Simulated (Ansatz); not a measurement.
A nudged elastic band was laid between two geometries of a periodic cell of 31 atoms, Al (host Al, host structure fcc, one Al atom removed).

The calculation used Ansatz, DFT r2SCAN, scalar-relativistic, plane waves, PAW. Settings: PAW set soft_1, cutoff 500 eV, k mesh 2x2x2, gaussian smearing 0.15 eV, no spin polarisation.

```yaml
movable_images: 5
climbing_image: yes
spring: 5.0 eV/Å²
optimiser: quadratic models (default)
start_path: IDPP
force_threshold: 0.05 eV/Å
iteration_limit: 34
end_points: relaxed
```

First end point:

```xyz
31
Lattice="8.1000 0.0000 0.0000 0.0000 8.1000 0.0000 0.0000 0.0000 8.1000" Properties=species:S:1:pos:R:3
Al 4.080 0.003 0.013
Al 6.082 2.049 0.011
Al 6.082 0.005 2.015
Al -0.015 0.003 0.013
Al 2.033 2.052 0.013
Al 4.077 4.054 0.011
Al 6.083 6.058 0.011
Al 2.032 0.004 2.014
Al 4.077 2.049 2.015
Al 6.082 4.054 2.016
Al 4.080 0.004 4.018
Al 6.082 2.049 4.021
Al 6.084 0.003 6.065
Al -0.014 4.054 0.011
Al 2.032 6.056 0.012
Al -0.014 2.049 2.015
Al 2.032 4.054 2.015
Al 4.077 6.058 2.015
Al -0.015 0.004 4.018
Al 2.032 2.052 4.017
Al 4.077 4.054 4.021
Al 6.082 6.059 4.020
Al 4.079 2.051 6.065
Al 6.082 4.054 6.066
Al -0.014 6.059 2.015
Al -0.014 4.054 4.021
Al 2.032 6.056 4.017
Al -0.016 2.052 6.065
Al 2.032 4.054 6.065
Al 4.079 6.056 6.065
Al -0.014 6.056 6.065
```

Last end point:

Only the atoms that move by more than 0.05 Å are listed.
```
Al1 2.007 0.000 -2.043
```

Which bonds break or form, and what moves?

The atom that moves furthest is Al1, by 2.92 Å; four of its nearest neighbours are Al3 2.83, Al18 2.86, Al2 2.86, Al7 2.86 Å at the first end and Al19 2.84, Al11 2.86, Al4 2.86, Al31 2.86 Å at the last.

What energy profile does the band end with?

The run converged. The highest image is number 3 of 0 to 6, 0.65 eV above the ends, which have the same energy within 2 meV. By the program's own check the climbing image is a first-order saddle point (lowest curvatures found: -1.14 and 0.40 eV/Å²). Limits of this set-up: coarse k mesh, a small cell, in which the defect meets its images, a typed lattice constant that wasn't relaxed here.

| image | path coordinate (Å) | energy (eV) |
| --- | --- | --- |
| 0 | 0.00 | 0.00 |
| 1 | 0.51 | 0.20 |
| 2 | 1.01 | 0.52 |
| 3 | 1.51 | 0.65 |
| 4 | 2.02 | 0.52 |
| 5 | 2.52 | 0.20 |
| 6 | 3.03 | 0.00 |

What is the geometry of the highest image?


```xyz
31
Lattice="8.1000 0.0000 0.0000 0.0000 8.1000 0.0000 0.0000 0.0000 8.1000" Properties=species:S:1:pos:R:3
Al 3.014 0.000 -0.990
Al 6.087 2.049 0.027
Al 6.087 0.002 2.022
Al 0.039 0.002 -0.036
Al 1.965 2.205 0.059
Al 4.070 4.052 0.010
Al 6.087 6.055 0.027
Al 2.059 0.002 1.985
Al 4.085 2.053 2.021
Al 6.089 4.052 2.026
Al 4.028 0.001 4.063
Al 6.093 2.068 4.031
Al 6.060 0.002 6.095
Al -0.055 4.053 0.008
Al 1.966 5.901 0.058
Al -0.011 2.067 2.034
Al 2.015 4.053 2.079
Al 4.084 6.051 2.021
Al 0.001 0.002 4.037
Al 1.997 2.049 4.037
Al 4.070 4.052 3.996
Al 6.093 6.035 4.030
Al 4.107 2.181 6.017
Al 6.128 4.052 6.053
Al -0.010 6.038 2.033
Al -0.003 4.052 4.035
Al 1.997 6.055 4.036
Al 0.003 2.053 6.039
Al 2.014 4.052 6.053
Al 4.109 5.920 6.015
Al 0.003 6.051 6.039
```

The run took 25 min on 4 threads of Arm Neoverse N1, on a shared host, peak memory 6 GiB.
